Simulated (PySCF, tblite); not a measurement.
# C5H11ClGe: geometry, infrared bands and NMR shifts

Wanted: the infrared bands and NMR shifts of C5H11ClGe (`ClC[C@H]1C[CH2][GeH2][CH2]1`), by calculation.

Programs: tblite 0.8.0 and PySCF 2.14.0, with density-fitted response routines of our own. Each step states its level of theory. These are calculated values for one molecule in the gas phase, unless marked as measured. Atoms are numbered from 0 throughout.

### Step 1. The molecule as given

18 atoms, charge 0, multiplicity 1; geometry from: force field or distance geometry start.

Bonds of the start (Å): Cl0–C1 1.79, C1–C2 1.52, C2–C3 1.49, C3–C4 1.50, C4–Ge5 1.96, Ge5–C6 1.97, C6–C2 1.51, C1–H7 1.11, C1–H8 1.10, C2–H9 1.09, C3–H10 1.12, C3–H11 1.12, C4–H12 1.09, C4–H13 1.10, Ge5–H14 1.54, Ge5–H15 1.56, C6–H16 1.12, C6–H17 1.11.

### Step 2. Relaxing the molecule with GFN2-xTB

The job: settings as JSON, then the geometry in Å.

```
{"job": {"kind": "relax", "xc": "GFN2-xTB", "basis": "xTB"}, "charge": 0, "multiplicity": 1}
Cl     2.565600    -1.703400    -0.918500
C      2.071400    -0.197400    -0.081600
C      0.640200     0.117900    -0.473900
C     -0.142800    -1.073200    -0.032200
C     -1.611000    -0.833100    -0.248400
Ge    -1.708300     1.021900     0.390600
C      0.237700     1.302200     0.369500
H      2.114800    -0.337400     1.018500
H      2.773300     0.582300    -0.428600
H      0.581500     0.298000    -1.550100
H      0.142600    -1.908200    -0.717700
H      0.099800    -1.401400     1.005700
H     -1.925200    -0.907800    -1.293700
H     -2.212200    -1.459100     0.425700
H     -2.448200     1.878700    -0.649400
H     -2.290000     1.104700     1.830900
H      0.505400     2.294200    -0.080500
H      0.596700     1.227500     1.422000
```

Launch:

```
$ OMP_NUM_THREADS=1 python probes_run.py task.json out
```

The driver reads the jobs from task.json and runs them one after another.

The program printed:

```text
step      E/eV     max force
  0    -619.35824    2.528
  1    -619.57210    0.806
  2    -619.67404    0.668
  3    -619.74166    0.542
  4    -619.77679    0.432
  5    -619.80486    0.361
  6    -619.83212    0.435
  7    -619.85865    0.429
  8    -619.87622    0.270
  9    -619.88557    0.207
 10    -619.89130    0.253
 11    -619.89635    0.232
 12    -619.90129    0.173
 13    -619.90532    0.152
 14    -619.90782    0.105
 15    -619.90944    0.104
 16    -619.91102    0.102
 17    -619.91280    0.095
 18    -619.91440    0.076
 19    -619.91557    0.070
 20    -619.91661    0.091
 21    -619.91791    0.121
 22    -619.91941    0.123
 23    -619.92070    0.080
 24    -619.92161    0.071
 25    -619.92234    0.080
 26    -619.92312    0.080
 27    -619.92389    0.075
 28    -619.92448    0.058
 29    -619.92493    0.055
 30    -619.92540    0.065
 31    -619.92591    0.079
 32    -619.92642    0.072
 33    -619.92687    0.054
 34    -619.92729    0.057
 35    -619.92775    0.049
 36    -619.92827    0.056
 37    -619.92885    0.065
 38    -619.92942    0.065
 39    -619.92989    0.046
 40    -619.93021    0.033
 41    -619.93046    0.037
 42    -619.93071    0.041
 43    -619.93097    0.042
 44    -619.93117    0.030
 45    -619.93128    0.029
 46    -619.93137    0.024
 47    -619.93149    0.029
 48    -619.93161    0.026
 49    -619.93170    0.021
 50    -619.93176    0.021
 51    -619.93180    0.019
 52    -619.93184    0.014
 53    -619.93188    0.012
 54    -619.93190    0.010
```

Run time: 0.69 s. Hardware: 1 thread of Arm Neoverse N1, shared host; peak memory 0.18 GiB.

The steps of the relaxation: (not every step is listed)

```
step  energy from step 0 (eV)  largest force (eV/Å)
   0                   0.0000                2.5285
   1                  -0.2139                0.8059
   2                  -0.3158                0.6682
   3                  -0.3834                0.5417
   4                  -0.4185                0.4320
   5                  -0.4466                0.3607
   6                  -0.4739                0.4351
   7                  -0.5004                0.4286
   8                  -0.5180                0.2698
  12                  -0.5430                0.1729
  16                  -0.5528                0.1020
  20                  -0.5584                0.0905
  24                  -0.5634                0.0707
  28                  -0.5662                0.0575
  32                  -0.5682                0.0723
  36                  -0.5700                0.0556
  40                  -0.5720                0.0325
  44                  -0.5729                0.0299
  48                  -0.5734                0.0255
  49                  -0.5735                0.0206
  50                  -0.5735                0.0205
  51                  -0.5736                0.0186
  52                  -0.5736                0.0139
  53                  -0.5736                0.0115
  54                  -0.5737                0.0097
```

Close pairs (by a distance rule), those that changed most:

```csv
bond,before (Å),after (Å),change (Å)
Ge5–H15,1.556,1.505,-0.050
C2–C3,1.492,1.531,+0.039
C6–H16,1.122,1.088,-0.034
Ge5–H14,1.537,1.505,-0.033
C3–H10,1.117,1.091,-0.026
C3–C4,1.503,1.527,+0.024
C2–C6,1.509,1.532,+0.023
C6–H17,1.115,1.091,-0.023
```

The end geometry stands in the next job.

### Step 3. Harmonic vibrations with GFN2-xTB

The job: settings as JSON, then the geometry in Å.

```
{"job": {"kind": "ir", "xc": "GFN2-xTB", "basis": "xTB"}, "charge": 0, "multiplicity": 1}
Cl     2.800731    -1.525188    -1.131952
C      2.158598    -0.196047    -0.127211
C      0.680570     0.039055    -0.393561
C     -0.182043    -1.156558     0.019059
C     -1.648498    -0.814591    -0.235444
Ge    -1.778235     1.064788     0.380102
C      0.194717     1.273611     0.372672
H      2.329580    -0.478451     0.912496
H      2.748574     0.688211    -0.370507
H      0.540129     0.208221    -1.466569
H      0.115040    -2.052350    -0.528219
H     -0.028391    -1.344418     1.085125
H     -1.866737    -0.875615    -1.302364
H     -2.311286    -1.510228     0.274639
H     -2.508483     1.995507    -0.549722
H     -2.386882     1.253180     1.743839
H      0.555525     2.191169    -0.087785
H      0.578333     1.246021     1.393745
```

The program printed:

```text
mode    cm-1     km/mol
  1      62.5      2.30
  2     106.0      1.49
  3     148.3      1.08
  4     205.2      1.45
  5     250.6      1.66
  6     353.6      8.04
  7     402.7     28.13
  8     421.6      7.80
  9     487.9     14.85
 10     515.4      5.38
 11     594.3     12.19
 12     623.5     86.14
 13     638.8    136.70
 14     743.1     12.75
 15     763.3     25.60
 16     789.6     77.34
 17     840.8    204.76
 18     849.2     54.16
 19     909.6      5.23
 20     962.4      0.93
 21    1026.6      2.83
 22    1054.0     13.96
 23    1074.9      2.24
 24    1101.1     14.70
 25    1105.0      3.09
 26    1166.3      0.39
 27    1185.8      1.13
 28    1219.7      0.46
 29    1247.6     21.47
 30    1257.7      2.76
 31    1297.1      3.16
 32    1311.3      1.33
 33    1347.1      1.85
 34    1440.9      1.29
 35    1457.3      0.55
 36    1465.2      2.30
 37    1490.5      0.75
 38    1940.3    305.44
 39    2008.3    505.01
 40    2930.5     16.87
 41    2954.3      8.46
 42    2962.7     10.78
 43    2968.3     43.10
 44    2973.3     67.60
 45    2975.5      6.78
 46    2988.2     50.16
 47    2997.6     10.69
 48    3003.0     49.89
```

Wall time 1.1 s (1 thread of Arm Neoverse N1, shared host); peak memory 0.18 GiB.

Which atoms move in the most intense modes:

| cm⁻¹ | km/mol | atoms |
| --- | --- | --- |
| 624 | 86.1 | H14 32 %, C6 20 %, C4 20 % |
| 639 | 136.7 | C6 37 %, H15 17 %, Ge5 10 % |
| 790 | 77.3 | C6 20 %, H16 20 %, H17 19 % |
| 841 | 204.8 | H15 43 %, H14 40 % |
| 849 | 54.2 | H8 20 %, C1 16 %, C3 16 %, H7 12 % |
| 1940 | 305.4 | H15 52 %, H14 47 % |
| 2008 | 505.0 | H14 51 %, H15 47 % |
| 2973 | 67.6 | H7 62 % |

### Step 4. Shielding tensors: PBE0/pcSseg-1

The job, as its differences from that of step 3:

```diff
@@ -1,2 +1,2 @@
-{"job": {"kind": "ir", "xc": "GFN2-xTB", "basis": "xTB"}, "charge": 0, "multiplicity": 1}
+{"job": {"kind": "nmr", "xc": "PBE0", "basis": "pcSseg-1"}, "charge": 0, "multiplicity": 1}
 Cl     2.800731    -1.525188    -1.131952
```

Method: GIAO PBE0/pcSseg-1 NMR shielding, non-relativistic, gas phase.

The program printed:

```text
coarse grid: 66824 points
cycle   1  E = -2733.3609601841  dE =  3.626e-03  |g| = 9.167e-01  |ddm| = 3.832e+00
cycle   2  E = -2733.3219005572  dE =  3.906e-02  |g| = 9.673e-01  |ddm| = 1.076e+00
cycle   3  E = -2733.4390348064  dE = -1.171e-01  |g| = 1.065e-01  |ddm| = 6.841e-01
cycle   4  E = -2733.4413102276  dE = -2.275e-03  |g| = 4.084e-02  |ddm| = 1.281e-01
cycle   5  E = -2733.4416741038  dE = -3.639e-04  |g| = 5.644e-03  |ddm| = 4.071e-02
cycle   6  E = -2733.4416804337  dE = -6.330e-06  |g| = 1.531e-03  |ddm| = 6.815e-03
final grid: 139920 points
cycle   7  E = -2733.4417065274  dE =  5.777e-08  |g| = 1.649e-03  |ddm| = 3.574e-03
cycle   8  E = -2733.4417060712  dE =  4.562e-07  |g| = 2.115e-03  |ddm| = 3.587e-03
cycle   9  E = -2733.4417071583  dE = -1.087e-06  |g| = 2.247e-04  |ddm| = 2.148e-03
cycle  10  E = -2733.4417071694  dE = -1.113e-08  |g| = 2.536e-05  |ddm| = 2.860e-04
cycle  11  E = -2733.4417071695  dE = -8.640e-11  |g| = 3.445e-06  |ddm| = 1.488e-05
converged SCF energy = -2733.4417071695

GIAO shielding tensors (ppm)
atom      isotropic    diamagn.    paramagn.     s11        s22        s33       span
  0 Cl     855.688    1145.676    -289.988    682.097    808.669   1076.297    394.200
  1 C      130.473     244.237    -113.764     98.043    133.018    160.359     62.316
  2 C      137.161     248.195    -111.034    115.072    135.198    161.214     46.142
  3 C      149.912     248.188     -98.276    130.419    152.965    166.352     35.934
  4 C      174.142     248.764     -74.622    156.696    170.565    195.165     38.470
  5 Ge    1449.585    2754.503   -1304.918   1311.797   1453.026   1583.932    272.135
  6 C      170.663     249.574     -78.912    151.133    163.992    196.864     45.731
  7 H       28.598      29.161      -0.563     22.958     29.958     32.878      9.920
  8 H       27.852      28.699      -0.846     20.503     29.916     33.138     12.636
  9 H       30.229      32.493      -2.263     26.091     29.768     34.829      8.737
 10 H       28.960      30.349      -1.389     21.839     29.908     35.133     13.294
 11 H       31.136      31.999      -0.863     26.379     30.314     36.713     10.334
 12 H       30.763      30.067       0.696     25.227     28.059     39.004     13.777
 13 H       30.367      29.251       1.116     24.764     27.347     38.991     14.227
 14 H       27.504      28.784      -1.279     21.128     21.371     40.014     18.886
 15 H       27.568      28.784      -1.217     21.134     21.561     40.009     18.875
 16 H       30.613      30.753      -0.141     24.894     28.587     38.357     13.463
 17 H       31.422      31.310       0.112     25.530     30.412     38.325     12.795
```

It took 79 s on 1 thread of Arm Neoverse N1, shared host; peak memory 1 GiB.

Shifts follow as δ = σ(reference) − σ, with reference shieldings (ppm) from runs at the same level and on the same kind of geometry: 1H TMS 31.72, 13C TMS 186.9, 73Ge GeMe4 1331, 35Cl HCl 950. The references are single molecules in the gas phase.

```csv
atoms,environment,σ (ppm),δ (ppm)
C1,sp3 CH2 bonded to Cl,130.5,56.5
C2,sp3 CH in a ring,137.2,49.8
C3,sp3 CH2 in a ring,149.9,37.0
C6,sp3 CH2 bonded to Ge,170.7,16.3
C4,sp3 CH2 bonded to Ge,174.1,12.8
H14,"hydrogen on a germanium bonded to 2 C, in a 5-membered ring",27.50,4.21
H15,"hydrogen on a germanium bonded to 2 C, in a 5-membered ring",27.57,4.15
H8,hydrogen on an sp3 CH2 bonded to Cl,27.85,3.86
H7,hydrogen on an sp3 CH2 bonded to Cl,28.60,3.12
H10,hydrogen on an sp3 CH2 in a ring,28.96,2.76
H9,hydrogen on an sp3 CH in a ring,30.23,1.49
H13,hydrogen on an sp3 CH2 bonded to Ge,30.37,1.35
H16,hydrogen on an sp3 CH2 bonded to Ge,30.61,1.10
H12,hydrogen on an sp3 CH2 bonded to Ge,30.76,0.95
H11,hydrogen on an sp3 CH2 in a ring,31.14,0.58
H17,hydrogen on an sp3 CH2 bonded to Ge,31.42,0.29
Cl0,chlorine bonded to C,856,94
Ge5,"germanium bonded to 2 C, 2 H, in a 5-membered ring",1450,-119
```

The run also stored atomic charges by several schemes (e):

```
atoms  Mulliken    IAO  Hirshfeld  ESP fit
  Cl0     -0.17  -0.13      -0.07    -0.13
   C1     -0.11  -0.23      -0.03    -0.59
   C2     -0.35  -0.10      -0.03     0.34
   C3     -0.15  -0.26      -0.08    -0.08
   C4     -0.44  -0.50      -0.15    -0.33
  Ge5      0.41   0.61       0.34     0.32
   C6     -0.41  -0.51      -0.15    -0.37
```

Mayer bond orders: Cl0–C1 0.98, C1–C2 1.00, C2–C3 0.98, C3–C4 1.02, C4–Ge5 0.96, Ge5–C6 0.94, C6–C2 0.98.

Ring of atoms C2, C3, C4, Ge5, C6: NICS(0) -5.6, NICS(1) -4.3, NICS(1)zz -1.3 ppm (means of both faces).

The fields below are evaluated on a grid from the run's orbitals.

Frontier orbitals at PBE0/pcSseg-1, with the share of their density that lies nearest to each atom:

| orbital | energy (eV) | lies on |
| --- | --- | --- |
| HOMO | -8.07 | Cl0 20 %; C4, C6 about 16 % each; Ge5 15 % |
| LUMO | 0.65 | Cl0 18 %; C1 12 %; Ge5 10 % |

ELF in a plane through or near 7 of the atoms.

Values, 10 rows by 14 columns:
```
0.00 0.00 0.00 0.00 0.00 0.00 0.00 0.00 0.00 0.00 0.00 0.00 0.00 0.00
0.00 0.00 0.00 0.00 0.00 0.00 0.01 0.02 0.00 0.00 0.00 0.00 0.00 0.00
0.00 0.00 0.00 0.01 0.02 0.01 0.72 0.83 0.09 0.03 0.04 0.01 0.00 0.00
0.00 0.00 0.03 0.98 0.99 0.03 0.59 0.41 0.75 0.23 0.38 0.14 0.01 0.00
0.00 0.00 0.01 0.79 0.93 0.56 0.82 0.63 0.38 0.62 0.21 0.21 0.02 0.00
0.00 0.33 0.74 0.70 0.73 0.83 0.35 0.41 0.53 0.49 0.34 0.06 0.00 0.00
0.00 0.41 0.90 0.32 0.80 0.03 0.68 0.51 0.28 0.52 0.19 0.02 0.00 0.00
0.00 0.05 0.43 0.78 0.64 0.17 1.00 0.50 0.31 0.76 0.38 0.01 0.00 0.00
0.00 0.00 0.01 0.04 0.02 0.01 0.42 0.02 0.02 0.05 0.01 0.00 0.00 0.00
0.00 0.00 0.00 0.00 0.00 0.00 0.00 0.00 0.00 0.00 0.00 0.00 0.00 0.00
```
The map spans 11.5 Å across and 9.6 Å up, centred on the molecule. Atoms in the plane (x, y in Å): C1 (-2.2, 0.3), C2 (-0.7, 0.1), C4 (1.4, -1.2), Ge5 (2.0, 0.7), C6 (0.1, 1.3), H8 (-2.6, 1.2), H10 (-0.6, -2.0).

On the surface of density 0.002 e/bohr³ the electrostatic potential runs, from the 1st to the 99th percentile, from -0.78 V near Cl0 to 0.93 V near H7.

### Step 5. Summary of results

| quantity | value |
| --- | --- |
| strongest single infrared mode (GFN2-xTB) | 2008 cm⁻¹, 505 km/mol |
| zero-point energy (GFN2-xTB) | 89.5 kcal/mol |
| 13C shifts against TMS (PBE0/pcSseg-1) | 56.5, 49.8, 37.0, 16.3, 12.8 ppm |
| 1H shifts against TMS (PBE0/pcSseg-1) | 4.21, 4.15, 3.86, 3.12, 2.76, 1.49, 1.35, 1.10, 0.95, 0.58, 0.29 ppm |
| 35Cl shifts against HCl (PBE0/pcSseg-1) | 94 ppm |
| 73Ge shifts against GeMe4 (PBE0/pcSseg-1) | -119 ppm |
| surface potential, 1st and 99th percentile | -0.78 V and 0.93 V |

What this shows: Over 54 steps the energy fell by 0.574 eV; of the close pairs, Ge5–H15 changed most, 1.556 to 1.505 Å. All 48 modes are real, so the xTB geometry is a minimum. The strongest single mode, at 2008 cm⁻¹, moves mainly H14 and H15. Unscaled tight-binding wavenumbers are off by several per cent, some by more. Its intensities can rank the bands wrongly. At PBE0/pcSseg-1: The widest tensor belongs to Cl0: span 394 ppm, with a paramagnetic part of -290 ppm. Spin-orbit coupling is left out, which matters for shieldings and couplings at and beside the heavy atoms.
